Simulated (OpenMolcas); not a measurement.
# Mo³⁺ among point charges: CASSCF and CASPT2 levels and susceptibility, part 2 of 2

How does a field of 2 point charges split the states of Mo³⁺, and what χT follows?

OpenMolcas 26.06; ANO-RCC-VDZP, DKH2, active space 3 electrons in 5 orbitals (4d), orbitals: per spin and parity. Surroundings: 2 point charges of -3 e arranged as a linear pair (D∞h), 2.04 Å from the ion. Earlier steps stand in the parts before.

## (6) CASPT2: IPEA 0.25, imaginary shift 0.1 (closed shells correlated: 4s 4p)

The input, a.inp:

```
>>> COPY JOB001 $Project.JobIph
&CASPT2
Multistate=10 1 2 3 4 5 6 7 8 9 10
NoMult
Frozen=8 6
IPEA=0.25
Imaginary=0.1
MaxIter=60
WThr=0.0 0.3 0.05
PrWF=0.5
NoMix
>>> COPY JOB002 $Project.JobIph
&CASPT2
Multistate=40 1 2 3 4 5 6 7 8 9 10 11 12 13 14 15 16 17 18 19 20 21 22
23 24 25 26 27 28 29 30 31 32 33 34 35 36 37 38 39 40
NoMult
Frozen=8 6
IPEA=0.25
Imaginary=0.1
MaxIter=60
WThr=0.0 0.3 0.05
PrWF=0.5
NoMix
```

The program printed:

```text
Orbital specifications:
      -----------------------

      Symmetry species                           1   2
                                                ag  au
      Frozen orbitals                            8   6
      Inactive orbitals                          1   3
      Active orbitals                            5   0
      Secondary orbitals                         7  13
      Deleted orbitals                           0   0
      Number of basis functions                 21  22
Type of calculation                        SS-CASPT2
      Fock operator                              state-specific
      IPEA shift                                 0.25
      Real shift                                 0.00
      Imaginary shift                            0.10
      The input orbitals will be transformed to quasi-canonical
Reference energy:       -4048.7649005938
      E2 (Non-variational):      -0.2173594831
      Shift correction:          -0.0002289560
      E2 (Variational):          -0.2175884391
      Total energy:           -4048.9824890329
      Residual norm:              0.0000003241
      Reference weight:           0.94753
      Contributions to the CASPT2 correlation energy
      Active & Virtual Only:         -0.0191397945
      One Inactive Excited:          -0.0890668163
      Two Inactive Excited:          -0.1091528723
Reference energy:       -4048.7544026645
      E2 (Non-variational):      -0.2116524978
      Shift correction:          -0.0001470094
      E2 (Variational):          -0.2117995072
      Total energy:           -4048.9662021718
      Residual norm:              0.0000001792
      Reference weight:           0.95205
      Contributions to the CASPT2 correlation energy
      Active & Virtual Only:         -0.0184427415
      One Inactive Excited:          -0.0903325237
      Two Inactive Excited:          -0.1028772326
::    CASPT2 Root  1     Total energy:  -4048.98248903
::    CASPT2 Root  2     Total energy:  -4048.96620217
::    CASPT2 Root  3     Total energy:  -4048.96620217
::    CASPT2 Root  4     Total energy:  -4048.89904299
::    CASPT2 Root  5     Total energy:  -4048.89904298
::    CASPT2 Root  6     Total energy:  -4048.88089603
::    CASPT2 Root  7     Total energy:  -4048.88089222
::    CASPT2 Root  8     Total energy:  -4048.87805867
::    CASPT2 Root  9     Total energy:  -4048.87805867
::    CASPT2 Root 10     Total energy:  -4048.76805308
Orbital specifications:
      -----------------------

      Symmetry species                           1   2
                                                ag  au
      Frozen orbitals                            8   6
      Inactive orbitals                          1   3
      Active orbitals                            5   0
      Secondary orbitals                         7  13
      Deleted orbitals                           0   0
      Number of basis functions                 21  22
Type of calculation                        SS-CASPT2
      Fock operator                              state-specific
      IPEA shift                                 0.25
      Real shift                                 0.00
      Imaginary shift                            0.10
      The input orbitals will be transformed to quasi-canonical
Reference energy:       -4048.7538088581
      E2 (Non-variational):      -0.2187353370
      Shift correction:          -0.0001353773
      E2 (Variational):          -0.2188707143
      Total energy:           -4048.9726795724
      Residual norm:              0.0000002782
      Reference weight:           0.95117
      Contributions to the CASPT2 correlation energy
      Active & Virtual Only:         -0.0232545112
      One Inactive Excited:          -0.0890210565
      Two Inactive Excited:          -0.1064597693
Reference energy:       -4048.7538088581
      E2 (Non-variational):      -0.2187331264
      Shift correction:          -0.0001353738
      E2 (Variational):          -0.2188685002
      Total energy:           -4048.9726773583
      Residual norm:              0.0000002783
      Reference weight:           0.95117
      Contributions to the CASPT2 correlation energy
      Active & Virtual Only:         -0.0232550416
      One Inactive Excited:          -0.0890183123
      Two Inactive Excited:          -0.1064597725
::    CASPT2 Root  1     Total energy:  -4048.97267957
::    CASPT2 Root  2     Total energy:  -4048.97267736
::    CASPT2 Root  3     Total energy:  -4048.92257016
::    CASPT2 Root  4     Total energy:  -4048.92256970
::    CASPT2 Root  5     Total energy:  -4048.92824041
::    CASPT2 Root  6     Total energy:  -4048.92822920
::    CASPT2 Root  7     Total energy:  -4048.91941219
::    CASPT2 Root  8     Total energy:  -4048.91941219
::    CASPT2 Root  9     Total energy:  -4048.91533024
::    CASPT2 Root 10     Total energy:  -4048.91533024
::    CASPT2 Root 11     Total energy:  -4048.91635842
::    CASPT2 Root 12     Total energy:  -4048.90551352
::    CASPT2 Root 13     Total energy:  -4048.89370053
::    CASPT2 Root 14     Total energy:  -4048.89370053
::    CASPT2 Root 15     Total energy:  -4048.84662552
::    CASPT2 Root 16     Total energy:  -4048.84662552
::    CASPT2 Root 17     Total energy:  -4048.84160408
::    CASPT2 Root 18     Total energy:  -4048.84160408
::    CASPT2 Root 19     Total energy:  -4048.84647178
::    CASPT2 Root 20     Total energy:  -4048.84646713
::    CASPT2 Root 21     Total energy:  -4048.82307261
::    CASPT2 Root 22     Total energy:  -4048.82307147
::    CASPT2 Root 23     Total energy:  -4048.83607217
::    CASPT2 Root 24     Total energy:  -4048.83607239
::    CASPT2 Root 25     Total energy:  -4048.81690347
::    CASPT2 Root 26     Total energy:  -4048.82524024
::    CASPT2 Root 27     Total energy:  -4048.82524026
::    CASPT2 Root 28     Total energy:  -4048.80840421
::    CASPT2 Root 29     Total energy:  -4048.80806605
::    CASPT2 Root 30     Total energy:  -4048.80806630
```

This run took 3.5 s in all on 1 thread of Arm Neoverse V1, shared host.

SS-CASPT2: lowest energy less the reference's lowest, -0.2176 hartree; reference weights 0.919 to 0.954.

Spin-free states, with their symmetry labels:

```csv
state,degeneracy,E (cm-1),free-ion L (%)
4Sigma,1,0,F (80)
2Delta,2,2153,G (39)
4Pi,2,3575,F (60)
2Gamma,2,11907,H (60)
2H,2,13151,H (100)
2Pi,2,13844,P (51)
2Sigma,1,14514,D (54)
2Phi,2,14740,G (54)
2Sigma,1,16894,P (53)
4Phi,2,18314,F (100)
2Pi,2,19487,G (74)
4Delta,2,22298,F (100)
4Pi,2,22920,P (60)
2Phi,2,29819,H (57)
2Delta,2,29853,G (81)
2Pi,2,30921,G (66)
2Delta,2,32135,D (55)
2Pi,2,34512,D (49)
2Gamma,2,34988,G (60)
2Sigma,1,36342,D (54)
2Sigma,1,38207,P (46)
2Phi,2,38281,F (74)
2Delta,2,46488,D (65)
4Sigma,1,47063,P (80)
```

With spin-orbit coupling:

```
E (cm-1)  Degeneracy  2S+1                g
       0           2     4   1.99 3.09 3.09
     200           2     4   0.00 0.00 5.96
    1560           2     2   0.00 0.00 6.14
    2960           2     2   0.00 0.00 2.25
    3470           2     4   2.74 2.74 3.24
    3740           2     4   0.78 3.58 3.58
    4110           2     4   0.00 0.00 3.80
    4510           2     4   0.00 0.00 7.86
   11710           2     2   0.00 0.00 9.52
   11910           2     2   0.00 0.00 6.19
   13050           2     2   0.22 0.81 0.81
   13470           2     2   0.00 0.00 8.51
   13890           2     2  0.00 0.00 12.00
   14800           2     2   1.77 2.20 2.20
   14890           2     2   0.00 0.00 7.84
   15250           2     2   0.00 0.00 3.99
   15370           2     2   0.00 0.00 4.01
   17360           2     4   0.00 0.00 0.02
   17420           2     2   1.80 1.80 1.99
   18160           2     4   0.00 0.00 4.03
   18990           2     4   0.00 0.00 8.01
   19200           2     2   0.00 0.00 4.00
   19850           2     4  0.00 0.00 11.98
   20470           2     2   0.02 0.52 0.52
```

Powder χT (cm³ K/mol): 0.73 at 2 K, 0.74 at 5 K, 0.75 at 10 K, 0.79 at 20 K, 0.89 at 50 K, 1.05 at 100 K, 1.16 at 150 K, 1.23 at 200 K, 1.28 at 250 K, 1.32 at 300 K.

## (7) The methods side by side

A. CASSCF
B. SS-CASPT2, IPEA 0.25, imaginary shift 0.1 (closed shells correlated: 4s 4p)

```csv
method,ground state,first state of that spin (cm-1),first gap with spin-orbit (cm-1),χT at 300 K
A,4Sigma,4Pi 2304,239.6,1.12
B,4Sigma,4Pi 3575,195.5,1.32
```

## (8) Summary of results

This closing draws on all 2 parts.

| quantity | value |
| --- | --- |
| method | SS-CASPT2, IPEA 0.25, imaginary shift 0.1 (closed shells correlated: 4s 4p) |
| spin-free ground state | 4Sigma, 1-fold in its orbital part |
| first state of the same spin within the active space | 4Pi at 3570 cm⁻¹ |
| lowest level | 2-fold, g = 1.99, 3.09, 3.09 |
| next level | 195.5 cm⁻¹ |
| χT at 300 K | 1.32 cm³ K/mol |
| effective moment at 300 K | 3.25 μB |

Cost by method:

```csv
method,time of its own steps,time with the reference
A. CASSCF,10 s,10 s
"B. SS-CASPT2, IPEA 0.25, imaginary shift 0.1, +4s 4p",3.5 s,14 s
```

Times are of one thread on a shared host.

In words: The spin-free ground state (4Sigma) comes to 80 % from free-ion F terms and keeps the highest spin of the shell. χT at 300 K is 1.32, against 1.88 cm³ K/mol for the spin alone, so spin-orbit coupling lowers it. CASPT2 does not keep the components of a term degenerate, and the means are used. The field of point charges can differ much from that of real complexes. This is an electrostatic model: the charges have no orbitals.
